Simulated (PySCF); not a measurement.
# C3H8F2OSi: magnetic properties

Wanted: magnetic properties for C3H8F2OSi (`COC[C@@H](F)[SiH2]F`).

Programs: PySCF 2.14.0, with routines of our own; each step states its level. All values are computed. Atoms count from 0.

## (1) The system as given

15 atoms, charge 0, multiplicity 1; geometry from: GFN2-xTB.

## (2) Magnetic properties: GIAO B3LYP/pcSseg-1

Job settings and geometry (Å):

```
{"job": {"kind": "mag", "xc": "B3LYP", "basis": "pcSseg-1", "isotopologues": 2}, "charge": 0, "multiplicity": 1}
C      1.957079     0.972784    -0.067644
O      0.744783     0.402852     0.350612
C      0.466470    -0.857684    -0.213618
C     -0.974458    -1.163946     0.150952
F     -1.017511    -1.864837     1.348761
Si    -1.892165     0.515515     0.338228
F     -1.631744     1.291603    -1.050174
H      2.023716     1.948795     0.407954
H      2.808892     0.356009     0.241657
H      1.980621     1.093567    -1.157013
H      1.154322    -1.621992     0.174980
H      0.566488    -0.812922    -1.307509
H     -1.422327    -1.838996    -0.585225
H     -3.327209     0.250956     0.328433
H     -1.441371     1.336286     1.438398
```

With the program's defaults for keys left out, this is: GIAO B3LYP/pcSseg-1 magnetisability, rotational g tensor and spin-rotation constants, non-relativistic, gas phase.

Launch:

```sh
$ OMP_NUM_THREADS=1 python excited_run.py task.json out
```

One launch serves the whole session: the jobs run in the order shown.

Standard output:

```text
coarse grid: 13104 points
cycle   1  E = -683.3525759011  dE =  6.466e-01  |g| = 8.802e-01  |ddm| = 3.297e+00
cycle   2  E = -683.1566860163  dE =  1.959e-01  |g| = 1.426e+00  |ddm| = 1.716e+00
cycle   3  E = -683.4769384906  dE = -3.203e-01  |g| = 8.014e-02  |ddm| = 1.129e+00
cycle   4  E = -683.4779137118  dE = -9.752e-04  |g| = 3.913e-02  |ddm| = 7.858e-02
cycle   5  E = -683.4782046465  dE = -2.909e-04  |g| = 9.618e-03  |ddm| = 3.196e-02
cycle   6  E = -683.4782159725  dE = -1.133e-05  |g| = 3.861e-03  |ddm| = 7.626e-03
cycle   7  E = -683.4782187213  dE = -2.749e-06  |g| = 4.228e-04  |ddm| = 3.262e-03
final grid: 122944 points
cycle   8  E = -683.5458986925  dE = -3.158e-05  |g| = 7.135e-03  |ddm| = 1.865e-02
cycle   9  E = -683.5458897319  dE =  8.961e-06  |g| = 1.026e-02  |ddm| = 1.080e-02
cycle  10  E = -683.5459087767  dE = -1.904e-05  |g| = 1.027e-03  |ddm| = 6.033e-03
cycle  11  E = -683.5459089718  dE = -1.951e-07  |g| = 1.665e-04  |ddm| = 9.191e-04
cycle  12  E = -683.5459089770  dE = -5.196e-09  |g| = 5.640e-05  |ddm| = 1.710e-04
cycle  13  E = -683.5459089774  dE = -4.648e-10  |g| = 2.348e-05  |ddm| = 5.523e-05
converged SCF energy = -683.5459089774

Magnetisability tensor (1e-30 J/T^2)
    -1035.13      -55.99       29.22
      -55.99    -1039.25       72.81
       29.22       72.81    -1096.94
isotropic -1057.11   principal values   -1170.20  -1030.43   -970.70
isotropic susceptibility -63.660 1e-6 cm^3/mol

Inertial axes            a          b          c
rot. const./GHz      2.2939     1.8964     1.1989
chi total           -64.211    -64.947    -61.823
chi diamagnetic    -579.660   -748.292  -1062.765
chi paramagnetic    515.449    683.345   1000.942
quadrupole/D A        7.202     -9.173      1.971
g nuclear            0.5267     0.5943     0.5491
g electronic        -0.5555    -0.6088    -0.5638
g total             -0.0288    -0.0145    -0.0146

Spin-rotation constants (kHz, H = +C I.J)
atom  isotope        aa         bb         cc
  4    19F       -0.246      0.747      0.678
  6    19F        1.017      0.668      0.508
  7     1H       -0.239     -0.097      0.002
  8     1H       -0.112     -0.008     -0.128
  9     1H       -0.242     -0.127      0.010
 10     1H       -0.122      0.047     -0.146
 11     1H       -0.203     -0.165      0.017
 12     1H       -0.143     -0.196      0.037
 13     1H        0.131     -0.175     -0.108
 14     1H       -0.182     -0.171      0.053
  0    13C*       0.352      0.451      0.293
  1    17O*      -0.189     -0.183     -0.091
  2    13C*       0.575      0.454      0.288
  3    13C*       0.674      0.438      0.328
  5   29Si*      -1.513     -1.115     -0.762
* in the singly substituted isotopologue

Isotopologues: g along a, b, c
2H    at 7,8,9,10,11,12    -0.0266    -0.0128    -0.0130
13C   at 0                 -0.0285    -0.0144    -0.0144
```

It took 45 s on 1 thread of Arm Neoverse N1, shared host; peak memory 0.75 GiB.

Key values:

| quantity | value |
| --- | --- |
| magnetisability | -1057·10⁻³⁰ J/T² |
| molar susceptibility | -63.7·10⁻⁶ cm³/mol |
| rotational g (a, b, c) | -0.0288, -0.0145, -0.0146 |

The fields below are evaluated on a grid from the run's orbitals.

Frontier orbitals at B3LYP/pcSseg-1, with the share of their density that lies nearest to each atom:

| orbital | energy (eV) | lies on |
| --- | --- | --- |
| HOMO | -7.66 | O1 63 %; 4 H atoms about 7 % each |
| LUMO | -0.02 | Si5 23 %; H13, H14 about 15 % each; F6 14 % |

ELF in a plane through or near 7 of the atoms.

Values, 10 rows by 14 columns:
```
0.00 0.00 0.00 0.00 0.00 0.00 0.00 0.00 0.00 0.00 0.00 0.00 0.00 0.00
0.00 0.00 0.00 0.00 0.00 0.00 0.00 0.00 0.00 0.00 0.00 0.00 0.00 0.00
0.00 0.00 0.00 0.26 0.70 0.08 0.00 0.01 0.08 0.10 0.16 0.28 0.01 0.00
0.00 0.00 0.01 0.88 0.98 0.29 0.14 0.03 0.31 0.07 0.98 1.00 0.67 0.00
0.00 0.00 0.01 0.26 0.29 0.59 0.90 0.19 0.10 0.57 0.99 1.00 0.81 0.00
0.00 0.00 0.28 0.96 0.91 0.46 0.83 0.26 0.89 0.88 0.14 0.27 0.05 0.00
0.00 0.00 0.05 0.82 0.28 0.17 0.74 0.79 0.16 0.51 0.02 0.00 0.00 0.00
0.00 0.00 0.00 0.00 0.01 0.88 1.00 0.26 0.10 0.08 0.01 0.00 0.00 0.00
0.00 0.00 0.00 0.00 0.00 0.16 0.64 0.02 0.00 0.00 0.00 0.00 0.00 0.00
0.00 0.00 0.00 0.00 0.00 0.00 0.00 0.00 0.00 0.00 0.00 0.00 0.00 0.00
```
The map spans 11.6 Å across and 8.9 Å up, centred on the molecule. Atoms in the plane (x, y in Å): C0 (-2.1, 0.5), O1 (-0.8, 0.2), C2 (-0.3, -1.0), C3 (1.2, -0.9), Si5 (1.7, 1.0), H10 (-0.7, -1.8), H13 (3.2, 1.1).

On the surface of density 0.002 e/bohr³ the electrostatic potential runs, from the 1st to the 99th percentile, from -1.08 V near F6 to 1.15 V near H14.

## (3) Magnetic properties: GIAO LC-wPBE/6-31++G** in benzene

The job, as its differences from that of step 2:

```diff
@@ -1,2 +1,2 @@
-{"job": {"kind": "mag", "xc": "B3LYP", "basis": "pcSseg-1", "isotopologues": 2}, "charge": 0, "multiplicity": 1}
+{"job": {"kind": "mag", "xc": "LC-wPBE", "basis": "6-31++G**", "solvent": "benzene"}, "charge": 0, "multiplicity": 1}
 C      1.957079     0.972784    -0.067644
```

Level: GIAO LC-wPBE/6-31++G** magnetisability, non-relativistic, IEF-PCM benzene.

Standard output:

```text
coarse grid: 13104 points
cycle   1  E = -683.1670921269  dE =  8.550e-01  |g| = 8.260e-01  |ddm| = 3.514e+00
cycle   2  E = -683.1732101178  dE = -6.118e-03  |g| = 9.008e-01  |ddm| = 1.450e+00
cycle   3  E = -683.3022163506  dE = -1.290e-01  |g| = 4.858e-02  |ddm| = 6.440e-01
cycle   4  E = -683.3029286199  dE = -7.123e-04  |g| = 1.517e-02  |ddm| = 1.101e-01
cycle   5  E = -683.3029987900  dE = -7.017e-05  |g| = 5.410e-03  |ddm| = 3.937e-02
cycle   6  E = -683.3030052739  dE = -6.484e-06  |g| = 1.617e-03  |ddm| = 8.645e-03
final grid: 122944 points
cycle   7  E = -683.2537246314  dE = -4.654e-05  |g| = 1.258e-02  |ddm| = 3.364e-02
cycle   8  E = -683.2537226701  dE =  1.961e-06  |g| = 1.395e-02  |ddm| = 1.587e-02
cycle   9  E = -683.2537513086  dE = -2.864e-05  |g| = 5.572e-04  |ddm| = 7.806e-03
cycle  10  E = -683.2537514011  dE = -9.251e-08  |g| = 2.037e-04  |ddm| = 9.860e-04
cycle  11  E = -683.2537514143  dE = -1.318e-08  |g| = 3.886e-05  |ddm| = 3.960e-04
cycle  12  E = -683.2537514147  dE = -4.450e-10  |g| = 2.242e-05  |ddm| = 8.873e-05
converged SCF energy = -683.2537514147

Magnetisability tensor (1e-30 J/T^2)
    -1057.51      -57.90       32.22
      -57.90    -1065.40       74.53
       32.22       74.53    -1117.02
isotropic -1079.97   principal values   -1196.65  -1049.58   -993.69
isotropic susceptibility -65.038 1e-6 cm^3/mol

Inertial axes            a          b          c
rot. const./GHz      2.2939     1.8964     1.1989
chi total           -65.651    -66.440    -63.023
chi diamagnetic    -579.558   -746.683  -1062.233
chi paramagnetic    513.907    680.244    999.210
quadrupole/D A        8.299    -10.635      2.336
```

It took 52 s on 1 thread of Arm Neoverse N1, shared host; peak memory 0.94 GiB.

In short:

| quantity | value |
| --- | --- |
| magnetisability | -1080·10⁻³⁰ J/T² |
| molar susceptibility | -65.0·10⁻⁶ cm³/mol |

## (4) Summary of results

```
                                            quantity                      value
       magnetisability (step 2, GIAO B3LYP/pcSseg-1)           -1057·10⁻³⁰ J/T²
  molar susceptibility (step 2, GIAO B3LYP/pcSseg-1)         -63.7·10⁻⁶ cm³/mol
rotational g (a, b, c) (step 2, GIAO B3LYP/pcSseg-1)  -0.0288, -0.0145, -0.0146
               surface potential, 1st and 99th percentile         -1.08 V and 1.15 V
```

In words: The values above hold for this geometry and these levels alone. Vibrational averaging and real surroundings are missing from these values.
